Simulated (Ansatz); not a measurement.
**BGeH₃ (triplet): from Hartree-Fock to the top rungs, cc-pVTZ**

The task here is to estimate one member of a computed series from the others.

The runs use Ansatz 0.2.0, Gaussian basis; cc-pVTZ, core rule «outside noble gas», up to 15 orbitals frozen.

Plan: UHF; CCSD(T) on ROHF; CCSD(T) on UHF; BCCD(T) on ROHF; CCSDT(Q) on ROHF; CCSDT(Q) on UHF; CASSCF and NEVPT2, 10 electrons in 11 orbitals.

7 further runs of the same task are left out: 1 for a known fault of the program, 6 set aside as unsound or not needed.

## The geometry

The geometry is a PBE0/def2-TZVP stationary point (not a proven minimum). No spin-orbit coupling is included. The filled d shell of Ge may be among the frozen orbitals whatever the setting's name suggests; the logs give the count.

5 atoms, charge 0, spin multiplicity 3.

Atoms are counted from 1 here; the program's logs count them from 0.

Bond lengths: Ge1–B2 2.042 Å, Ge1–H3 1.540 Å, Ge1–H4 1.541 Å, Ge1–H5 1.540 Å. Angles: B2–Ge1–H3 113.2°, B2–Ge1–H4 102.7°, B2–Ge1–H5 113.2°, H3–Ge1–H4 109.4°, H3–Ge1–H5 108.8°, H4–Ge1–H5 109.4°.

Coordinates:

```xyz
5
charge 0, multiplicity 3
Ge   -0.00146    0.00000    0.23715
B     0.02955    0.00000   -1.80425
H     0.64891    1.25223    0.85453
H    -1.50967   -0.00009    0.55230
H     0.64907   -1.25215    0.85453
```

The first run:

File in.yaml:

```yaml
crystal:
  periodic: [false, false, false]
  atoms:
    - {symbol: Ge, position_ang: [-0.001461, 0.000000, 0.237148]}
    - {symbol: B, position_ang: [0.029551, 0.000003, -1.804248]}
    - {symbol: H, position_ang: [0.648910, 1.252233, 0.854533]}
    - {symbol: H, position_ang: [-1.509666, -0.000094, 0.552300]}
    - {symbol: H, position_ang: [0.649065, -1.252153, 0.854532]}
basis:
  gaussian: {orbitals: cc-pVTZ}
magnetization: {spin_polarized: true, initial_magnetization: 2}
hamiltonian: {xc: hf}
output: {orbitals: {seedname: orbitals}}
```

Launch:

```bash
> ansatz run in.yaml --threads 1 --pin off --events-out ev --progress --plain --max-ram 4096MiB --backend cpu
```

Steps of the session up to this table: UHF; CCSD(T) on ROHF; CCSD(T) on UHF; BCCD(T) on ROHF; CCSDT(Q) on ROHF; CCSDT(Q) on UHF; CASSCF and NEVPT2, 10 electrons in 11 orbitals.

One table of the session follows, with a row left open; its other results are not shown here.

| method | from UCCSDT(Q) (kJ/mol) |
| --- | --- |
| ROHF | +559.7 |
| UHF | +554.1 |
| RMP2 | +117.2 |
| UMP2 | +116.6 |
| RCCSD | +21.5 |
| UCCSD | ? |
| RCCSD(T) | +4.2 |
| UCCSD(T) | +4.1 |
| BCCD(T) | +4.1 |
| RCCSDT | +0.8 |
| UCCSDT | +0.7 |
| RCCSDT(Q) | +0.1 |
| UCCSDT(Q) | 0 |
| CASSCF valence | +377.7 |
| NEVPT2 valence | +102.1 |

Estimate the missing values for UCCSD.

The run gave: from UCCSDT(Q) (kJ/mol): +21.2. In the column «from UCCSDT(Q) (kJ/mol)» it lies between RCCSD(T) (+4.2) and RCCSD (+21.5).

With the free atoms at the same levels and basis (separate runs), the atomisation energy is 10.359 eV at UCCSDT(Q), 10.353 eV at RCCSD(T), 10.343 eV at UCCSD(T), 8.413 eV at ROHF.

Caveats from the session: Restricted and unrestricted rows rest on different reference determinants; where their highest levels disagree by more than a few hundredths of an eV, they describe different states and don't form one ladder.
